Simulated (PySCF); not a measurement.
# CHBFN (SMILES N#CBF): a chain of runs

Aim: a structure relaxation (HF/6-311+G*), then the harmonic vibrations, then the energy (MP2/ccECP-cc-pVTZ), then the excited states (EOM-CCSD/pc-0) of CHBFN. Input form: a Python script.

Program for the calculation: PySCF 2.14.0.

### 1 The structure to begin with

The species is CHBFN (5 atoms), typed as a singlet with charge 0. SMILES: `N#CBF`. Geometry: a rough force-field guess. The run starts from this shape.

Bond lengths: N1–C2 1.210 Å, C2–B3 1.555 Å, B3–F4 1.351 Å, B3–H5 1.193 Å. Angles: N1–C2–B3 178.4°, C2–B3–F4 121.3°, C2–B3–H5 118.1°, F4–B3–H5 120.3°.

### 2 A structure relaxation at HF/6-311+G(d) (sfX2C, max memory mb 1860) (run 1)

Contents of start.xyz:

```xyz
5
CHBFN
N      0.734800    -1.346800     1.520500
C      0.318300    -0.576200     0.686100
B     -0.193700     0.394000    -0.416100
F     -1.254900     0.079600    -1.191200
H      0.445300     1.375700    -0.640700
```

Contents of input.py:

```python
# N#CBF
from pyscf import gto
from pyscf.geomopt.geometric_solver import kernel as optimise

molecule = gto.Mole()
molecule.atom = 'start.xyz'
molecule.spin = 0
molecule.max_memory = 1860
molecule.verbose = 3
molecule.basis = '6-311+g*'
molecule.build()

mf = molecule.RHF()
mf = mf.sfx2c1e()
converged, mol_eq = optimise(mf, maxsteps=100)
print('converged:', converged)
print(mol_eq.tostring())

mf.reset(mol_eq)
molecule = mol_eq
mf.kernel()
energy = mf.e_tot
print(f'total energy: {energy:.8f} hartree')
```

Command:

```
OMP_NUM_THREADS=1 python input.py
```

The log of the run:

```text
maxiter                   100
[... 24 lines left out ...]
> Convergence Criteria:
[... 19 lines left out ...]
converged SCF energy = -217.241664464601
[... 41 lines left out ...]
converged SCF energy = -217.244605869982
[... 63 lines left out ...]
converged SCF energy = -217.259064306526
[... 62 lines left out ...]
converged SCF energy = -217.259088204055
[... 53 lines left out ...]
Converged! =D
[... 1 line left out ...]
converged: True
N           0.69215053       -1.30306614        1.48496575
C           0.31507814       -0.61010752        0.67370780
B          -0.16035522        0.38065899       -0.43293660
F          -1.21708781        0.07144072       -1.12470866
H           0.42001436        1.38737394       -0.64242829
converged SCF energy = -217.259090256476
total energy: -217.25909026 hartree
```

It took 2.1 min on 1 thread of Intel Xeon at 2.50GHz (Skylake/Cascade Lake), shared host; peak memory 0.22 GiB.

Steps, from the record of the run:

```csv
step,energy from the first frame kept (eV),largest force (eV/Å)
0,0.0000,9.0496
1,-0.4065,1.7450
2,-0.0800,5.0372
3,-0.4641,1.2847
4,-0.4668,1.3852
5,-0.4735,0.0804
6,-0.4732,0.1495
7,-0.4741,0.0338
8,-0.4741,0.0190
9,-0.4742,0.0042
10,-0.4742,0.0024
```

After the run. Bond lengths: N1–C2 1.132 Å, C2–B3 1.560 Å, B3–F4 1.300 Å, B3–H5 1.181 Å. Angles: N1–C2–B3 177.9°, C2–B3–F4 118.3°, C2–B3–H5 121.2°, F4–B3–H5 120.5°.

### 3 Vibrational wavenumbers at HF/6-311+G(d) (sfX2C, max memory mb 1860) (run 2)

Contents of input.xyz:

```xyz
5
CHBFN
N      0.884884    -0.973892     1.446337
C      0.507811    -0.280934     0.635079
B      0.032378     0.709833    -0.471566
F     -1.024355     0.400615    -1.163338
H      0.612747     1.716548    -0.681057
```

Contents of input.py:

```python
import numpy
from pyscf import gto, symm
from pyscf.hessian import thermo

mol = gto.Mole()
mol.atom = 'input.xyz'
mol.spin = 0
mol.verbose = 3
mol.max_memory = 1860
mol.basis = '6-311+g*'
mol.build()

mf = mol.RHF()
mf = mf.x2c()
mf.kernel()

e_final = mf.e_tot
print('Final energy', e_final)
hess = mf.Hessian().kernel()
modes = thermo.harmonic_analysis(mol, hess)
print('frequencies (1/cm)', numpy.round(modes['freq_wavenumber'], 1))
symm.geom.TOLERANCE = 1e-3  # for the symmetry number
th = thermo.thermo(mf, modes['freq_au'], 800, 101325)
thermo.dump_thermo(mol, th)
```

Command:

```
OMP_NUM_THREADS=1 python input.py
```

The log of the run:

```text
converged SCF energy = -217.259090256457
Final energy -217.2590902564566
frequencies (1/cm) [ 237.7  312.1  565.7  897.   954.  1179.3 1420.6 2561.2 2807.8]
temperature 800.0000 [K]
pressure 101325.00 [Pa]
Rotational constants [GHz] 54.27221 4.45246 4.11488
Symmetry number 1
Zero-point energy (ZPE) 0.02491 [Eh]   65408.191 [J/mol]
                           tot       elec      trans        rot        vib
Entropy [J/mol/K]       343.298      0.000    179.649    109.778     53.870
Cv [J/mol/K]             76.055      0.000     12.472     12.472     51.111
Cp [J/mol/K]             84.369      0.000     20.786     12.472     51.111
Internal energy [J/mol]                      9977.352   9977.352  88581.455
Internal energy [Eh]   -217.21775  -217.25909
Enthalpy [J/mol]                            16628.920   9977.352  88581.455
Enthalpy [Eh]          -217.21522
Gibbs free energy [J/mol]                  -127090.648 -77845.366  45485.657
Gibbs free energy [Eh] -217.31982
```

Wall time 2.2 min (1 thread of Intel Xeon at 2.50GHz (Skylake/Cascade Lake), shared host); peak memory 0.27 GiB.

### 4 A single-point energy at MP2/ccECP-cc-pVTZ (density fitting with cc-pvqz-jkfit, core potential, max memory mb 1860) (run 3)

Contents of start.xyz:

```xyz
5
CHBFN
N      0.692151    -1.303066     1.484966
C      0.315078    -0.610108     0.673708
B     -0.160355     0.380659    -0.432937
F     -1.217088     0.071441    -1.124709
H      0.420014     1.387374    -0.642428
```

Contents of calc.py:

```python
# N#CBF
from pyscf import gto, scf, mp

molecule = gto.Mole()
molecule.atom = 'start.xyz'
molecule.max_memory = 1860
molecule.basis = 'ccecp-cc-pvtz'
molecule.ecp = {'N': 'ccecp', 'C': 'ccecp', 'B': 'ccecp', 'F': 'ccecp', 'H': 'ccecp'}
molecule.verbose = 4
molecule.build()

calc0 = scf.RHF(molecule)
calc0 = calc0.density_fit(auxbasis='cc-pvqz-jkfit')
calc0.kernel()

pt = mp.MP2(calc0).run()
e_final = pt.e_tot
print('E(%s) = %.9f' % ('MP2', e_final))
dip = calc0.dip_moment()
pop, q = calc0.mulliken_pop()
```

Command:

```
OMP_NUM_THREADS=1 python calc.py
```

The log of the run:

```text
PySCF version 2.14.0

[... 62 lines left out ...]
converged SCF energy = -42.5754468379363
[... 8 lines left out ...]
Dipole moment(X, Y, Z, Debye): -0.21548,  2.14567, -1.69404
[... 136 lines left out ...]
charge of    4H =      0.02673
```

Wall time 3.9 s (1 thread of Intel Xeon at 2.50GHz (Skylake/Cascade Lake), shared host); peak memory 0.17 GiB.

### 5 The vertical excitations at EOM-CCSD/pc-0 (max memory mb 1860, root kind ee, spin of roots singlet) (run 4)

Contents of mol.xyz:

```xyz
5
CHBFN
N      0.692151    -1.303066     1.484966
C      0.315078    -0.610108     0.673708
B     -0.160355     0.380659    -0.432937
F     -1.217088     0.071441    -1.124709
H      0.420014     1.387374    -0.642428
```

Contents of run.py:

```python
import numpy
from pyscf import gto, scf, cc

system = gto.M(
    atom='mol.xyz',
    verbose=4,
    basis='pc-0',
    max_memory=1860,
)

mf = scf.RHF(system)
mf.kernel()

mycc = cc.CCSD(mf, frozen=4)
mycc.kernel()
etot = mycc.e_tot
print('Final energy', etot)

e, vec = mycc.eomee_ccsd_singlet(nroots=5)
roots = numpy.atleast_1d(e) * 27.211386
print('EOM-EE-CCSD roots (eV)')
for i, w in enumerate(roots, 1):
    print('%3d %10.4f' % (i, w))
```

Command:

```
OMP_NUM_THREADS=1 python run.py
```

The log of the run:

```text
PySCF version 2.14.0

[... 61 lines left out ...]
converged SCF energy = -216.397659291218
[... 12 lines left out ...]
Init t2, MP2 energy = -216.726657457034  E_corr(MP2) -0.328998165815791
[... 12 lines left out ...]
CCSD converged
[... 1 line left out ...]
Final energy -216.73238270475423
[... 1 line left out ...]
******** <class 'pyscf.cc.eom_rccsd.EOMEESinglet'> ********
max_space = 20
max_cycle = 50
conv_tol = 1e-07
partition = None
EOM-CCSD root 0 E = 0.2412920903028453  qpwt = 0.938586  conv = True
EOM-CCSD root 1 E = 0.2763045328227805  qpwt = 0.951728  conv = True
EOM-CCSD root 2 E = 0.2918482813176758  qpwt = 0.934042  conv = True
EOM-CCSD root 3 E = 0.3114840199875846  qpwt = 0.949792  conv = True
EOM-CCSD root 4 E = 0.3395255789072699  qpwt = 0.92058  conv = True
EOM-EE-CCSD roots (eV)
  1     6.5659
  2     7.5186
  3     7.9416
  4     8.4759
  5     9.2390
```

It took 6.6 s on 1 thread of Intel Xeon at 2.50GHz (Skylake/Cascade Lake), shared host; peak memory 0.14 GiB.

The roots found:

| excited state | energy (eV) |
| --- | --- |
| 1 | 6.566 |
| 2 | 7.519 |
| 3 | 7.942 |
| 4 | 8.476 |
| 5 | 9.239 |

### 6 Results

| quantity | value |
| --- | --- |
| run 1, HF/6-311+G*: total energy at the end | -217.25909 Eh |
| run 1, HF/6-311+G*: dipole moment | 2.71 D |
| run 1, HF/6-311+G*: HOMO energy | -13.73 eV |
| run 1, HF/6-311+G*: LUMO energy | 0.76 eV |
| run 1, HF/6-311+G*: HOMO–LUMO gap | 14.49 eV |
| run 2, HF/6-311+G*: lowest harmonic wavenumber | 238 cm⁻¹ |
| run 2, HF/6-311+G*: highest harmonic wavenumber | 2808 cm⁻¹ |
| run 2, HF/6-311+G*: zero-point energy | 65.4 kJ/mol |
| run 2, HF/6-311+G*: ideal-gas entropy at 800 K (symmetry number 1 as used) | 82.1 cal/(mol K) |
| run 3, MP2/ccECP-cc-pVTZ: total energy | -43.24592 Eh |
| run 3, MP2/ccECP-cc-pVTZ: dipole moment (Hartree–Fock density) | 2.74 D |
| run 3, MP2/ccECP-cc-pVTZ: HOMO energy (Hartree–Fock orbitals) | -13.72 eV |
| run 3, MP2/ccECP-cc-pVTZ: LUMO energy (Hartree–Fock orbitals) | 1.07 eV |
| run 3, MP2/ccECP-cc-pVTZ: HOMO–LUMO gap (Hartree–Fock orbitals) | 14.79 eV |
| run 3, MP2/ccECP-cc-pVTZ: correlation energy | -670.5 mEh |
| run 4, EOM-CCSD/pc-0: ground-state or mean-field energy | -216.73238 Eh |
| run 4, EOM-CCSD/pc-0: dipole moment (Hartree–Fock density) | 2.58 D |
| run 4, EOM-CCSD/pc-0: HOMO energy (Hartree–Fock orbitals) | -14.11 eV |
| run 4, EOM-CCSD/pc-0: LUMO energy (Hartree–Fock orbitals) | 1.02 eV |
| run 4, EOM-CCSD/pc-0: HOMO–LUMO gap (Hartree–Fock orbitals) | 15.14 eV |
| run 4, EOM-CCSD/pc-0: correlation energy (4 core orbitals frozen) | -334.7 mEh |
| run 4, EOM-CCSD/pc-0: T1 diagnostic | 0.015 |
| run 4, EOM-CCSD/pc-0: lowest singlet excitation energy | 6.57 eV |

The optimisation (run 1, HF/6-311+G*) took 10 steps and changed the energy by -0.474 eV. Mulliken charges (run 1, HF/6-311+G*) run from -0.22 on N1 to +0.23 on B3; in a basis this large or diffuse they mean little. All 9 modes are real, so the shape is a minimum at this level. Mulliken charges (run 3, MP2/ccECP-cc-pVTZ) of the mean-field density run from -0.35 on C2 to +0.61 on B3.
